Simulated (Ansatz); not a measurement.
# C₂H₆BFO: one species, many methods

One table from this session's results is given with a row withheld; the runs are named, their logs left out.

Program: Ansatz 0.2.0, Gaussian basis. Level of theory: functionals in def2-TZVPP, the program's frozen cores in correlated methods. These are calculated values, not measurements.

Levels to be run: PBE-D4, r2SCAN-D4, PBE0-D4, B3LYP-D4, ωB97X-V, ωB97M-V, B2PLYP; CCSD(T)/def2-TZVPP; MP2/def2-QZVPP; extrapolation to the limit.

### The geometry

The geometry comes from an earlier relaxation with PBE0-D4 in a triple-zeta def2 set; it is a stationary point, not always the lowest conformer.

SMILES `OCCBF`, 11 atoms, charge 0, spin multiplicity 1.

Atoms are counted from 1 here; the program's logs count them from 0.

Bond lengths: O1–C2 1.412 Å, O1–H6 0.961 Å, C2–C3 1.522 Å, C2–H7 1.092 Å, C2–H8 1.098 Å, C3–B4 1.556 Å, C3–H9 1.100 Å, C3–H10 1.100 Å, B4–F5 1.333 Å, B4–H11 1.200 Å. Angles: C2–O1–H6 108.0°, O1–C2–C3 112.6°, O1–C2–H7 105.8°, O1–C2–H8 110.8°, C3–C2–H7 110.4°, C3–C2–H8 110.0°, H7–C2–H8 107.0°, C2–C3–B4 116.6°, C2–C3–H9 110.7°, C2–C3–H10 109.9°, B4–C3–H9 107.7°, B4–C3–H10 107.2°, H9–C3–H10 104.0°, C3–B4–F5 120.0°, C3–B4–H11 124.0°, F5–B4–H11 116.0°.

The first run:

File in.yaml:

```yaml
crystal:
  periodic: [false, false, false]
  atoms:
    - {symbol: O, position_ang: [-1.308464, -0.068318, 1.276933]}
    - {symbol: C, position_ang: [-0.201966, -0.791013, 0.780462]}
    - {symbol: C, position_ang: [0.777729, 0.090457, 0.018932]}
    - {symbol: B, position_ang: [0.226180, 0.815714, -1.241788]}
    - {symbol: F, position_ang: [-1.051788, 0.667724, -1.590947]}
    - {symbol: H, position_ang: [-1.857582, 0.183794, 0.529915]}
    - {symbol: H, position_ang: [0.282308, -1.231303, 1.654925]}
    - {symbol: H, position_ang: [-0.532486, -1.623325, 0.144303]}
    - {symbol: H, position_ang: [1.662222, -0.486792, -0.288142]}
    - {symbol: H, position_ang: [1.182858, 0.863564, 0.687987]}
    - {symbol: H, position_ang: [0.886390, 1.522497, -1.951878]}
basis:
  gaussian: {orbitals: def2-TZVPP}
hamiltonian: {xc: pbe, dispersion: d4}
output: {forces: true, orbitals: {seedname: orbitals}}
```

Launch:

```
ansatz run in.yaml --threads 4 --pin off --events-out ev --progress --plain --max-ram 10444MiB
```

Steps of the session up to this table: PBE-D4 (GGA); r2SCAN-D4 (meta-GGA); PBE0-D4 (hybrid); B3LYP-D4 (hybrid); ωB97X-V (range-separated); ωB97M-V (range-separated); B2PLYP (double hybrid); CCSD(T) in def2-TZVPP; MP2 in def2-QZVPP.

One table of the session follows, with a row left open; its other results are not shown here.

It belongs to the step «Atomisation energies». 

| method | atomisation energy (kJ/mol) |
| --- | --- |
| PBE-D4 | 4460.4 |
| r2SCAN-D4 | 4382.9 |
| PBE0-D4 | 4379.0 |
| B3LYP-D4 | 4365.1 |
| ωB97X-V | 4369.7 |
| ωB97M-V | ? |
| B2PLYP | 4330.0 |
| HF/def2-TZVPP | 3254.3 |
| MP2/def2-TZVPP | 4352.0 |
| CCSD/def2-TZVPP | 4203.5 |
| CCSD(T)/def2-TZVPP | 4261.2 |
| MP2/CBS | 4452.2 |
| CCSD(T)/CBS | 4361.4 |

**Question.** Estimate the row for ωB97M-V.

As computed: atomisation energy (kJ/mol): 4381.7. In the column «atomisation energy (kJ/mol)» it lies between PBE0-D4 (4379.0) and r2SCAN-D4 (4382.9).

Caveats from the session: Free atoms (1 O, 2 C, 1 B, 1 F, 6 H) were run apart at each level; the atomisation energy is their sum less the molecule, without zero-point or spin-orbit terms.
